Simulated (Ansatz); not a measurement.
Co, space group P6_3/mmc: a convergence test of the k-point mesh, run with Ansatz 0.2.0 through its Python package.

The script reads `POSCAR`:
```text
Co
1.0
   2.50740000    0.00000000    0.00000000
  -1.25370000    2.17147210    0.00000000
   0.00000000    0.00000000    4.06990000
Co
2
Direct
   0.33333333    0.66666667    0.25000000
   0.66666667    0.33333333    0.75000000
```

`co.py`
```python
# -*- coding: utf-8 -*-
import ansatz as az
from ase.io import read


def main():
    atoms = read("POSCAR", format="vasp")
    co = az.Crystal.from_ase(atoms).moments(Co=1.8)

    model = (
        co.calculation()
        .basis(470)
        .spin(az.SpinTreatment.COLLINEAR)
        .occupations("fermi_dirac", width=0.1)
        .functional("pbesol")
    )

    rows = []
    for value in [(3, 3, 2), (5, 5, 3), (6, 6, 4), (8, 8, 5), (10, 10, 6), (13, 13, 7)]:
        summary = model.kpoints(*value).run(threads=1).report
        rows.append((value, summary["free_energy_ev"] / len(summary["lattice"]["sites"]), summary["n_iterations"], summary["magnetization_mub"], summary["n_kpoints"]))

    print("        mesh   F/atom (eV)    iterations  moment (muB)      k-points")
    for row in rows:
        print(f"{str(row[0]):>12s}  {row[1]:12.5f}  {row[2]:12d}  {row[3]:12.3f}  {row[4]:12d}")

    for row in rows[:-1]:
        shift = 1000 * (row[1] - rows[-1][1])
        print(f"{row[0]}: {shift:+.2f} meV/atom" + ("  (within 2 meV)" if abs(shift) < 2 else ""))


if __name__ == "__main__":
    main()
```

How fast does the energy converge with the mesh (threshold 2 meV an atom)?

From 10×10×6 on it stays within 2 meV an atom of the value at 13×13×7; the first row (3×3×2) is off by 93.0 meV and the last but one by 1.27 meV. That rests on few rows after larger swings, so the series isn't shown to be converged. This holds for F at a smearing of 0.1 eV; a narrower one needs a denser mesh. It goes up and down, since the sum over k-points isn't variational.

The run itself:

Running `python co.py` prints:
```text
        mesh   F/atom (eV)    iterations  moment (muB)      k-points
   (3, 3, 2)   -5092.88436            10         4.275             6
   (5, 5, 3)   -5092.95560            10         3.544            10
   (6, 6, 4)   -5092.98924            10         3.262            21
   (8, 8, 5)   -5092.98308            10         3.319            30
 (10, 10, 6)   -5092.97869            10         3.309            56
 (13, 13, 7)   -5092.97741             9         3.233            84
(3, 3, 2): +93.05 meV/atom
(5, 5, 3): +21.82 meV/atom
(6, 6, 4): -11.83 meV/atom
(8, 8, 5): -5.67 meV/atom
(10, 10, 6): -1.27 meV/atom  (within 2 meV)
```

The magnetic order follows from the starting moments and needn't be the lowest. The overall sign of a collinear moment is arbitrary, and semilocal functionals can give small moments to compounds that are paramagnetic. Shifts are counted from the finest mesh, which is itself no proven limit. The whole script took 17 s on 1 thread of Intel(R) Xeon(R) Processor @ 2.30GHz, with other jobs on the host, peak memory 0.59 GiB.
